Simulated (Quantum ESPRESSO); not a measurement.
# NbSi (Fm-3m) in Quantum ESPRESSO: notebook, part 2 of 3

Quantum ESPRESSO 7.5.

### 3 Phonons, LDA

The input, pw.in:

```
&CONTROL
  calculation = 'scf'
  prefix = 'pwscf'
  outdir = './tmp'
  pseudo_dir = './pseudo'
  tprnfor = .true.
  tstress = .true.
  disk_io = 'low'
/
&SYSTEM
  ibrav = 0
  nat = 2
  ntyp = 2
  ecutwfc = 45
  ecutrho = 360
  nbnd = 15
  occupations = 'smearing'
  smearing = 'mv'
  degauss = 0.01469973
/
&ELECTRONS
  conv_thr = 4d-10
  electron_maxstep = 120
  mixing_beta = 0.5
/
ATOMIC_SPECIES
Nb    92.9064 nb_lda_v1.uspp.F.UPF
Si    28.0850 si_lda_v1.uspp.F.UPF
CELL_PARAMETERS angstrom
   0.0000000000    2.5738300000    2.5738300000
   2.5738300000    0.0000000000    2.5738300000
   2.5738300000    2.5738300000    0.0000000000
ATOMIC_POSITIONS crystal
Nb     0.0000000000    0.0000000000    0.0000000000
Si     0.5000000000    0.5000000000    0.5000000000
K_POINTS automatic
9 9 9 0 0 0
```

The input, relax.in:

```
&CONTROL
  calculation = 'vc-relax'
  prefix = 'pwscf'
  outdir = './tmp'
  pseudo_dir = './pseudo'
  tprnfor = .true.
  tstress = .true.
  disk_io = 'low'
  nstep = 40
  forc_conv_thr = 0.0001
  etot_conv_thr = 1d-06
/
&SYSTEM
  ibrav = 0
  nat = 2
  ntyp = 2
  ecutwfc = 45
  ecutrho = 360
  nbnd = 15
  occupations = 'smearing'
  smearing = 'mv'
  degauss = 0.01469973
/
&ELECTRONS
  conv_thr = 4d-10
  electron_maxstep = 120
  mixing_beta = 0.5
/
&IONS
  ion_dynamics = 'bfgs'
/
&CELL
  cell_dynamics = 'bfgs'
  press = 0
  press_conv_thr = 0.2
/
ATOMIC_SPECIES
Nb    92.9064 nb_lda_v1.uspp.F.UPF
Si    28.0850 si_lda_v1.uspp.F.UPF
CELL_PARAMETERS angstrom
   0.0000000000    2.5738300000    2.5738300000
   2.5738300000    0.0000000000    2.5738300000
   2.5738300000    2.5738300000    0.0000000000
ATOMIC_POSITIONS crystal
Nb     0.0000000000    0.0000000000    0.0000000000
Si     0.5000000000    0.5000000000    0.5000000000
K_POINTS automatic
9 9 9 0 0 0
```

The input, scf2.in:

```
&CONTROL
  calculation = 'scf'
  prefix = 'pwscf'
  outdir = './tmp'
  pseudo_dir = './pseudo'
  tprnfor = .true.
  tstress = .true.
  disk_io = 'low'
/
&SYSTEM
  ibrav = 0
  nat = 2
  ntyp = 2
  ecutwfc = 45
  ecutrho = 360
  nbnd = 15
  occupations = 'smearing'
  smearing = 'mv'
  degauss = 0.01469973
/
&ELECTRONS
  conv_thr = 1d-13
  electron_maxstep = 120
  mixing_beta = 0.5
  startingpot = 'file'
  startingwfc = 'file'
/
ATOMIC_SPECIES
Nb    92.9064 nb_lda_v1.uspp.F.UPF
Si    28.0850 si_lda_v1.uspp.F.UPF
CELL_PARAMETERS angstrom
   0.0000000000    2.5315089575    2.5315089575
   2.5315089575    0.0000000000    2.5315089575
   2.5315089575    2.5315089575    0.0000000000
ATOMIC_POSITIONS crystal
Nb     0.0000000000    0.0000000000    0.0000000000
Si     0.5000000000    0.5000000000    0.5000000000
K_POINTS automatic
9 9 9 0 0 0
```

The input, ph.in:

```
phonons of NbSi
&INPUTPH
  prefix = 'pwscf'
  outdir = './tmp'
  tr2_ph = 1d-18
  fildyn = 'dyn'
  niter_ph = 90
  alpha_mix(1) = 0.4
/
0.0000000000 0.0000000000 0.0000000000
```

The input, dynmat.in:

```
&INPUT
  fildyn = 'dyn'
  asr = 'crystal'
  filout = 'dynmat.disp'
  fileig = 'dynmat.eig'
/
```

Potentials or basis: GBRV 1.5 LDA.

Command:

```console
$ OMP_NUM_THREADS=1 pw.x -in pw.in > pw.out
$ OMP_NUM_THREADS=1 pw.x -in relax.in > relax.out
$ OMP_NUM_THREADS=1 pw.x -in scf2.in > scf2.out
$ OMP_NUM_THREADS=1 ph.x -in ph.in > ph.out
$ OMP_NUM_THREADS=1 dynmat.x -in dynmat.in > dynmat.out
```

pw.out:

```text
This program is part of the open-source Quantum ESPRESSO suite
     for quantum simulation of materials; please cite
[... 9 lines left out ...]
     --------------------
     sticks:   dense  smooth     PW     G-vecs:    dense   smooth      PW
     Sum        1159     583    187                26469     9377    1639

     Using Slab Decomposition

     bravais-lattice index     =            0
     lattice parameter (alat)  =       6.8785  a.u.
     unit-cell volume          =     230.1263 (a.u.)^3
     number of atoms/cell      =            2
     number of atomic types    =            2
     number of electrons       =        17.00
     number of Kohn-Sham states=           15
     kinetic-energy cutoff     =      45.0000  Ry
     charge density cutoff     =     360.0000  Ry
     scf convergence threshold =      4.0E-10
     mixing beta               =       0.5000
     number of iterations used =            8  plain     mixing
     Exchange-correlation= SLA  PZ   NOGX NOGC
                           (   1   1   0   0   0   0   0)

     celldm(1)=   6.878500  celldm(2)=   0.000000  celldm(3)=   0.000000
     celldm(4)=   0.000000  celldm(5)=   0.000000  celldm(6)=   0.000000

     crystal axes: (cart. coord. in units of alat)
               a(1) = (   0.000000   0.707107   0.707107 )
               a(2) = (   0.707107   0.000000   0.707107 )
               a(3) = (   0.707107   0.707107   0.000000 )

     reciprocal axes: (cart. coord. in units 2 pi/alat)
               b(1) = ( -0.707107  0.707107  0.707107 )
               b(2) = (  0.707107 -0.707107  0.707107 )
               b(3) = (  0.707107  0.707107 -0.707107 )

     PseudoPot. # 1 for Nb read from file:
     nb_lda_v1.uspp.F.UPF
     Pseudo is Ultrasoft + core correction, Zval = 13.0
     Generated by new atomic code, or converted to UPF format
     Using radial grid of  887 points,  6 beta functions with:
                l(1) =   0
                l(2) =   0
                l(3) =   1
                l(4) =   1
                l(5) =   2
                l(6) =   2
     Q(r) pseudized with  6 coefficients,  rinner =    1.000   1.000   1.000
                                                       1.000   1.000

     PseudoPot. # 2 for Si read from file:
     si_lda_v1.uspp.F.UPF
     Pseudo is Ultrasoft + core correction, Zval =  4.0
     Generated by new atomic code, or converted to UPF format
     Using radial grid of  899 points,  6 beta functions with:
                l(1) =   0
                l(2) =   0
                l(3) =   1
                l(4) =   1
                l(5) =   2
                l(6) =   2
     Q(r) pseudized with  8 coefficients,  rinner =    0.900   0.900   0.900
                                                       0.900   0.900

     atomic species   valence    mass     pseudopotential
     Nb               13.00    92.90640     Nb( 1.00)
     Si                4.00    28.08500     Si( 1.00)

     48 Sym. Ops., with inversion, found

   Cartesian axes

     site n.     atom                  positions (alat units)
         1        Nb     tau(   1) = (   0.0000000   0.0000000   0.0000000  )
         2        Si     tau(   2) = (   0.7071068   0.7071068   0.7071068  )

     number of k points=    35  Marzari-Vanderbilt smearing, width (Ry)=  0.0147
                       cart. coord. in units 2pi/alat
        k(    1) = (   0.0000000   0.0000000   0.0000000), wk =   0.0027435
        k(    2) = (   0.0785674   0.0785674  -0.0785674), wk =   0.0219479
        k(    3) = (   0.1571348   0.1571348  -0.1571348), wk =   0.0219479
        k(    4) = (   0.2357023   0.2357023  -0.2357023), wk =   0.0219479
        k(    5) = (   0.3142697   0.3142697  -0.3142697), wk =   0.0219479
        k(    6) = (   0.1571348   0.0000000  -0.0000000), wk =   0.0164609
[... 27 lines left out ...]
        k(   34) = (  -0.0000000  -0.4714045   0.6285394), wk =   0.0658436
        k(   35) = (  -0.0785674  -0.3928371   0.7071068), wk =   0.0658436

     Dense  grid:    26469 G-vectors     FFT dimensions: (  45,  45,  45)

     Smooth grid:     9377 G-vectors     FFT dimensions: (  30,  30,  30)

     Initial potential from superposition of free atoms

     starting charge      16.9972, renormalised to      17.0000
     Starting wfcs are   17 randomized atomic wfcs

     Self-consistent Calculation

     iteration #  1     ecut=    45.00 Ry     beta= 0.50
     Davidson diagonalization with overlap
     ethr =  1.00E-02,  avg # of iterations =  4.8

     total energy              =    -127.65216689 Ry
     estimated scf accuracy    <       0.30662676 Ry

     iteration #  2     ecut=    45.00 Ry     beta= 0.50
     Davidson diagonalization with overlap
     ethr =  1.80E-03,  avg # of iterations =  2.3
[... 43 lines left out ...]
     total energy              =    -127.75904390 Ry
     estimated scf accuracy    <          2.5E-09 Ry

     iteration #  9     ecut=    45.00 Ry     beta= 0.50
     Davidson diagonalization with overlap
     ethr =  1.48E-11,  avg # of iterations =  3.1

     End of self-consistent calculation

          k = 0.0000 0.0000 0.0000 (  1211 PWs)   bands (ev):

   -41.3479 -17.4218 -17.4218 -17.4218   3.1468  12.5185  12.5185  12.5185
    13.0913  13.0913  16.1916  16.1916  16.1916  22.1358  23.0729

          k = 0.0786 0.0786-0.0786 (  1203 PWs)   bands (ev):

   -41.3459 -17.4471 -17.4250 -17.4250   3.3827  12.0939  12.3952  12.3952
    12.9038  12.9038  15.9442  16.9768  16.9768  22.4958  23.6967

          k = 0.1571 0.1571-0.1571 (  1179 PWs)   bands (ev):
[... 156 lines left out ...]
   -41.3254 -17.5786 -17.5351 -17.4922   5.8712  10.1106  10.2736  11.3859
    14.2558  15.3984  16.0369  16.2497  17.3905  22.5287  24.1343

          k =-0.0786-0.3928 0.7071 (  1170 PWs)   bands (ev):

   -41.3256 -17.5673 -17.5412 -17.4951   5.9943   9.9362  10.3154  10.9753
    14.9283  15.1869  16.0039  16.0314  17.7404  23.2116  24.5419

     the Fermi energy is    13.7531 ev

!    total energy              =    -127.75904390 Ry
     estimated scf accuracy    <          2.8E-10 Ry
     smearing contrib. (-TS)   =       0.00026444 Ry
     internal energy E=F+TS    =    -127.75930834 Ry

     The total energy is F=E-TS. E is the sum of the following terms:
     one-electron contribution =     -27.23924035 Ry
     hartree contribution      =      21.01866169 Ry
     xc contribution           =     -22.69368840 Ry
     ewald contribution        =     -98.84504128 Ry

     convergence has been achieved in   9 iterations

     Forces acting on atoms (cartesian axes, Ry/au):

     atom    1 type  1   force =     0.00000000    0.00000000    0.00000000
     atom    2 type  2   force =    -0.00000000   -0.00000000   -0.00000000

     Total force =     0.000000     Total SCF correction =     0.000000

     Computing stress (Cartesian axis) and pressure

          total   stress  (Ry/bohr**3)                   (kbar)     P=      -75.63
  -0.00051413   0.00000000   0.00000000          -75.63        0.00        0.00
   0.00000000  -0.00051413   0.00000000            0.00      -75.63        0.00
   0.00000000   0.00000000  -0.00051413            0.00        0.00      -75.63

=------------------------------------------------------------------------------=
   JOB DONE.
=------------------------------------------------------------------------------=
```

relax.out:

```text
This program is part of the open-source Quantum ESPRESSO suite
     for quantum simulation of materials; please cite
[... 9 lines left out ...]
     --------------------
     sticks:   dense  smooth     PW     G-vecs:    dense   smooth      PW
     Sum        1159     583    187                26469     9377    1639
[... 1679 lines left out ...]
  -0.00000042   0.00000000  -0.00000000           -0.06        0.00       -0.00
   0.00000000  -0.00000042  -0.00000000            0.00       -0.06       -0.00
   0.00000000   0.00000000  -0.00000042            0.00        0.00       -0.06

=------------------------------------------------------------------------------=
   JOB DONE.
=------------------------------------------------------------------------------=
```

Run time: 4.5 min. Hardware: 1 thread of Arm Neoverse V1, shared host; peak memory 0.13 GiB.

What came out:

| Item | Value |
| --- | --- |
| Free energy | -1738.2892 eV |
| Relaxed volume | 16.22 Å³/atom |
| Relaxed cell | a = 3.580 Å, b = 3.580 Å, c = 3.580 Å, α = 60.00°, β = 60.00°, γ = 60.00° |
| Space group after relaxing (to 0.05 Å) | Fm-3m (No. 225) |
| Pressure after relaxing | 0.0 GPa |
| Band gap on the k mesh | none (metal or under the smearing width) |
| Highest phonon frequency at Γ | 386 cm⁻¹ |

The path:
```
step  energy change (eV)  largest force (eV/Å)  pressure (GPa)  volume (Å³)
   1              0.0000                0.0000           -7.56        34.10
   2             -0.0385                0.0000           -1.80        32.80
   3             -0.0405                0.0000            0.14        32.42
   4             -0.0405                0.0000            0.00        32.45
```

Final structure:
```
CELL_PARAMETERS angstrom
0.00000 2.53151 2.53151
2.53151 0.00000 2.53151
2.53151 2.53151 0.00000
ATOMIC_POSITIONS crystal
Nb 0.00000 0.00000 0.00000
Si 0.50000 0.50000 0.50000
```

Levels at points of the mesh, in eV from the Fermi level:
```tsv
k point	band 7	band 8	band 9	band 10	band 11	band 12
(0.00, 0.00, 0.00)	-1.36	-1.36	-0.72	-0.72	2.56	2.56
```

Phonon frequencies in cm⁻¹ (negative: imaginary):
```csv
q point,frequencies
"(0.000, 0.000, 0.000)",-6 -6 -6 386 386 386
```

Optical modes at Γ, degenerate ones joined:
```
cm⁻¹  components  symmetry  active in
 386           3       T1u         IR
```

### 4 Phonons, LDA, target pressure 3 GPa, at which the enthalpy is minimised

pw.in is that of step 3.

Edit relax.in of step 3 so:

```diff
@@ -33,3 +33,3 @@
   cell_dynamics = 'bfgs'
-  press = 0
+  press = 30
   press_conv_thr = 0.2
```

Edit scf2.in of step 3 so:

```diff
@@ -31,5 +31,5 @@
 CELL_PARAMETERS angstrom
-   0.0000000000    2.5315089575    2.5315089575
-   2.5315089575    0.0000000000    2.5315089575
-   2.5315089575    2.5315089575    0.0000000000
+   0.0000000000    2.5169570580    2.5169570580
+   2.5169570580    0.0000000000    2.5169570580
+   2.5169570580    2.5169570580    0.0000000000
 ATOMIC_POSITIONS crystal
```

ph.in is that of step 3.

dynmat.in is that of step 3.

Potentials or basis: GBRV 1.5 LDA.

Command:

```console
$ OMP_NUM_THREADS=1 pw.x -in pw.in > pw.out
$ OMP_NUM_THREADS=1 pw.x -in relax.in > relax.out
$ OMP_NUM_THREADS=1 pw.x -in scf2.in > scf2.out
$ OMP_NUM_THREADS=1 ph.x -in ph.in > ph.out
$ OMP_NUM_THREADS=1 dynmat.x -in dynmat.in > dynmat.out
```

pw.out:

```text
This program is part of the open-source Quantum ESPRESSO suite
     for quantum simulation of materials; please cite
[... 9 lines left out ...]
     --------------------
     sticks:   dense  smooth     PW     G-vecs:    dense   smooth      PW
     Sum        1159     583    187                26469     9377    1639

     Using Slab Decomposition

     bravais-lattice index     =            0
     lattice parameter (alat)  =       6.8785  a.u.
     unit-cell volume          =     230.1263 (a.u.)^3
     number of atoms/cell      =            2
     number of atomic types    =            2
     number of electrons       =        17.00
     number of Kohn-Sham states=           15
     kinetic-energy cutoff     =      45.0000  Ry
     charge density cutoff     =     360.0000  Ry
     scf convergence threshold =      4.0E-10
     mixing beta               =       0.5000
     number of iterations used =            8  plain     mixing
     Exchange-correlation= SLA  PZ   NOGX NOGC
[... 165 lines left out ...]

          k = 0.0000 0.0000 0.0000 (  1211 PWs)   bands (ev):

   -41.3479 -17.4218 -17.4218 -17.4218   3.1468  12.5185  12.5185  12.5185
    13.0913  13.0913  16.1916  16.1916  16.1916  22.1358  23.0729

          k = 0.0786 0.0786-0.0786 (  1203 PWs)   bands (ev):
[... 166 lines left out ...]
   -41.3256 -17.5673 -17.5412 -17.4951   5.9943   9.9362  10.3154  10.9753
    14.9283  15.1869  16.0039  16.0314  17.7404  23.2116  24.5419

     the Fermi energy is    13.7531 ev

!    total energy              =    -127.75904390 Ry
     estimated scf accuracy    <          2.8E-10 Ry
     smearing contrib. (-TS)   =       0.00026444 Ry
     internal energy E=F+TS    =    -127.75930834 Ry

     The total energy is F=E-TS. E is the sum of the following terms:
     one-electron contribution =     -27.23924035 Ry
     hartree contribution      =      21.01866169 Ry
     xc contribution           =     -22.69368840 Ry
     ewald contribution        =     -98.84504128 Ry

     convergence has been achieved in   9 iterations

     Forces acting on atoms (cartesian axes, Ry/au):

     atom    1 type  1   force =     0.00000000    0.00000000    0.00000000
     atom    2 type  2   force =    -0.00000000   -0.00000000   -0.00000000

     Total force =     0.000000     Total SCF correction =     0.000000

     Computing stress (Cartesian axis) and pressure

          total   stress  (Ry/bohr**3)                   (kbar)     P=      -75.63
  -0.00051413   0.00000000   0.00000000          -75.63        0.00        0.00
   0.00000000  -0.00051413   0.00000000            0.00      -75.63        0.00
   0.00000000   0.00000000  -0.00051413            0.00        0.00      -75.63

=------------------------------------------------------------------------------=
   JOB DONE.
=------------------------------------------------------------------------------=
```

Wall time 4.6 min (1 thread of Arm Neoverse V1, shared host); peak memory 0.13 GiB.

What came out:

- Free energy: -1738.2834 eV
- Relaxed volume: 15.95 Å³/atom
- Relaxed cell: a = 3.560 Å, b = 3.560 Å, c = 3.560 Å, α = 60.00°, β = 60.00°, γ = 60.00°
- Space group after relaxing (to 0.05 Å): Fm-3m (No. 225)
- Pressure after relaxing: 3.0 GPa
- Band gap on the k mesh: none (metal or under the smearing width)
- Highest phonon frequency at Γ: 397 cm⁻¹

Step by step:
```csv
step,energy change (eV),largest force (eV/Å),pressure (GPa),volume (Å³)
1,0.0000,0.0000,-7.56,34.10
2,-0.0401,0.0000,0.78,32.30
3,-0.0345,0.0000,3.23,31.85
4,-0.0353,0.0000,3.00,31.89
5,-0.0353,0.0000,3.00,31.89
```

Final structure:
```
Nb Si
1.0
     0.00000    2.51696    2.51696
     2.51696    0.00000    2.51696
     2.51696    2.51696    0.00000
Nb Si
1 1
Direct
  0.00000 0.00000 0.00000
  0.50000 0.50000 0.50000
```

Phonon frequencies in cm⁻¹ (negative: imaginary):
```
              q point           frequencies
(0.000, 0.000, 0.000)  -7 -7 -7 397 397 397
```

Optical modes at Γ, degenerate ones joined:
```tsv
cm⁻¹	components	symmetry	active in
397	3	T1u	IR
```

[end of part 2 of 3]
